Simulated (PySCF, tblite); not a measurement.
**C6H9O2 radical: geometry, infrared bands and EPR parameters**

Aim: predict the infrared bands and EPR parameters of C6H9O2 radical (`CC(C)OC1=C[C@@H]1[O]`).

Computed with tblite 0.8.0 and PySCF 2.14.0, with density-fitted response routines of our own, on a single molecule in the gas phase. Atoms are numbered from 0 throughout.

## (1) Starting geometry

17 atoms, charge 0, multiplicity 2; geometry from: force field or distance geometry start.

Bonds of the start (Å): C0–C1 1.52, C1–C2 1.49, C1–O3 1.42, O3–C4 1.39, C4–C5 1.34, C5–C6 1.50, C6–O7 1.40, C6–C4 1.48, C0–H8 1.11, C0–H9 1.13, C0–H10 1.10, C1–H11 1.13, C2–H12 1.10, C2–H13 1.12, C2–H14 1.11, C5–H15 1.08, C6–H16 1.12.

## (2) Geometry optimisation with GFN2-xTB

What the job is given:

```
{"job": {"kind": "relax", "xc": "GFN2-xTB", "basis": "xTB"}, "charge": 0, "multiplicity": 2}
C     -1.767200    -1.501400     0.620700
C     -0.786000    -0.355600     0.464900
C     -1.372800     0.623200    -0.495200
O      0.463800    -0.855900     0.023400
C      1.532200     0.019200    -0.163900
C      2.411200     0.403100    -1.101700
C      2.485100     1.079100     0.229900
O      3.542400     0.671300     1.056800
H     -1.503700    -2.336300    -0.059000
H     -2.754400    -1.100700     0.230900
H     -1.941400    -1.813800     1.656500
H     -0.638800     0.104000     1.487100
H     -0.758700     1.528200    -0.640600
H     -2.332700     0.995300    -0.061400
H     -1.563500     0.081700    -1.447000
H      2.828000     0.321800    -2.097100
H      2.149500     2.149000     0.285700
```

The run is started by

```sh
$ OMP_NUM_THREADS=1 python probes_run.py task.json out
```

One launch serves the whole session: the jobs run in the order shown.

**Question.** This job is followed by: GFN2-xTB harmonic vibrations, gas phase; UKS B3LYP, pcH-1 on C H O, non-relativistic, mean-field spin-orbit, GIAO. What will the session give for the following? strongest single infrared mode (GFN2-xTB); zero-point energy (GFN2-xTB); g(iso) (B3LYP); ⟨S²⟩; largest a(iso); potential on the surface of density 0.002 e/bohr³, 1st and 99th percentile.

**Answer**, as computed:

```
                                                                  quantity                   value
                                 strongest single infrared mode (GFN2-xTB)  1668 cm⁻¹, 1324 km/mol
                                              zero-point energy (GFN2-xTB)           84.0 kcal/mol
                                                            g(iso) (B3LYP)                 2.00226
                                                                      ⟨S²⟩      0.757 (exact 0.75)
                                                            largest a(iso)    13C on C4, 387.8 MHz
potential on the surface of density 0.002 e/bohr³, 1st and 99th percentile      -1.87 V and 1.33 V
```

Over 134 steps the energy fell by 2.112 eV; of the close pairs, C4–C6 changed most, 1.479 to 2.491 Å. The frame itself reshapes: C4···C6 goes from 1.48 to 2.49 Å. All 45 modes are real, so the xTB geometry is a minimum. The strongest single mode, at 1668 cm⁻¹, is carried by C4, C6, O7, C5. GFN2-xTB is a fitted tight-binding method: band positions and strengths are rough. Its intensities can rank the bands wrongly. The structure rearranged or came apart on optimisation; the results belong to the end geometry, not to the formula as drawn. C4 carries the largest spin population, 0.89 e. The isotropic g lies 0.1 ppt below the free-electron value. These values are for one conformer; the search (at its own cheap level) found 2 more, at 0.48, 0.70 kcal/mol, and measured spectra average over such forms.
